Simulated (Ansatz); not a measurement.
# HfN: the cost of one run

Computed with Ansatz 0.2.0 (DFT r2SCAN, scalar-relativistic, plane waves, PAW, unless a step's input says otherwise).

1 further run of the same task is left out (set aside as unsound or not needed).

## (1) Starting point

It takes space group Fm-3m (No. 225, cubic). The conventional cell has a = 4.525 Å, b = 4.525 Å, c = 4.525 Å, α = 90.00°, β = 90.00°, γ = 90.00°. Hf (site symmetry m-3m) is surrounded by 6 N at 2.26 Å. Around N (site symmetry m-3m) lie 6 Hf at 2.26 Å.

Structure file:

```cif
data_structure
_symmetry_space_group_name_H-M 'Fm-3m'
_symmetry_Int_Tables_number 225
_cell_length_a 4.5255
_cell_length_b 4.5255
_cell_length_c 4.5255
_cell_angle_alpha 90.000
_cell_angle_beta 90.000
_cell_angle_gamma 90.000
_cell_volume 92.68
loop_
_atom_site_label
_atom_site_type_symbol
_atom_site_symmetry_multiplicity
_atom_site_Wyckoff_symbol
_atom_site_fract_x
_atom_site_fract_y
_atom_site_fract_z
_atom_site_occupancy
Hf1 Hf 4 a 0.00000 0.00000 0.00000 1
N1 N 4 b 0.50000 0.00000 0.00000 1
```

This cell was relaxed beforehand with the same method: volume 11.59 Å³/atom, gap on the mesh none (metal).

## (2) Electronic structure at the relaxed geometry

Input file input.yaml:

```yaml
crystal:
  lattice:
    - [0.0, 2.2627350014, 2.2627350014]
    - [2.2627350014, 0.0, 2.2627350014]
    - [2.2627350014, 2.2627350014, 0.0]
  atoms:
    - { symbol: Hf, position: [0.0, 0.0, 0.0] }
    - { symbol: "N", position: [0.5, 0.5, 0.5] }
basis:
  ecutwfc: 500
kpoints:
  mp_grid: { grid: [16, 16, 16] }
  band_path:
    path:
      - [[0.0, 0.0, 0.0], [0.5, 0.0, 0.5], [0.625, 0.25, 0.625]]
      - [[0.375, 0.375, 0.75], [0.0, 0.0, 0.0], [0.5, 0.5, 0.5], [0.5, 0.25, 0.75], [0.5, 0.0, 0.5]]
    npoints: 14
hamiltonian:
  xc: r2scan
scf:
  occupations: { method: gaussian, width: 0.1 }
  n_extra_bands: 6
output:
  forces: true
  stress: true
  eigenvalues: true
  populations: true
  dos: { projected: true, de: 0.02, nscf_kmesh: { grid: [24, 24, 24] } }
  bader: true
  write_density: true
  write_potential: true
  elf: true
  volumetric_format: npy
```

The run is started by

```
$ ansatz run input.yaml --threads 1 --pin off --max-ram 2560MiB --backend cpu --events-out ev --progress --plain --runs-dir out
```

Q: Estimate wall time and peak memory on 1 thread of Arm Neoverse V1, shared host.

About 34 s, with a peak of 0.44 GiB.
